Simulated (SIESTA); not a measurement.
The system is NbTe.

```
CELL_PARAMETERS angstrom
3.70297 0.00000 0.00000
-1.85149 3.20687 0.00000
0.00000 0.00000 3.69421
ATOMIC_POSITIONS crystal
Te 0.66667 0.33333 0.00000
Nb 0.00000 0.00000 0.50000
```

The cell comes from a database or a generator and needn't be the stable form of this composition.

Base run:

| Property | Result |
| --- | --- |
| Program | SIESTA 5.4.2 |
| Functional | LDA |
| Potentials or basis | PseudoDojo 0.4 standard (LDA files) |
| Basis | DZP (energy shift 0.003 Ry; two zetas on semicore shells) |
| Grid cutoff | 800 Ry |
| Energy shift | 0.003 Ry |
| k mesh | 8 × 8 × 7 |
| Occupations | fermi-dirac, width 0.05 eV |
| Spin | no spin polarisation |

Its results: band gap on the k mesh none (metal or under the smearing width); pressure -4.8 GPa.

Task: After a change of settings the same cell gave: band gap on the k mesh none (metal or under the smearing width); pressure 4.3 GPa. Which change was it?
A. functional from LDA to AM05; potentials or basis from PseudoDojo 0.4 standard (LDA files) to PseudoDojo 0.4 standard (PBEsol files)
B. functional from LDA to RPBE; potentials or basis from PseudoDojo 0.4 standard (LDA files) to PseudoDojo 0.4 standard (PBE files)
C. functional from LDA to BLYP; potentials or basis from PseudoDojo 0.4 standard (LDA files) to PseudoDojo 0.4 standard (PBE files)
D. functional from LDA to PBE; potentials or basis from PseudoDojo 0.4 standard (LDA files) to PseudoDojo 0.4 standard (PBE files)

Result: B.

Caveats: spin-orbit coupling is left out, which moves the levels of the heavy elements; the basis of atomic orbitals isn't converged, which shifts pressures, moduli and gaps; the potentials were made for another functional, which shifts forces and pressure (some runs).
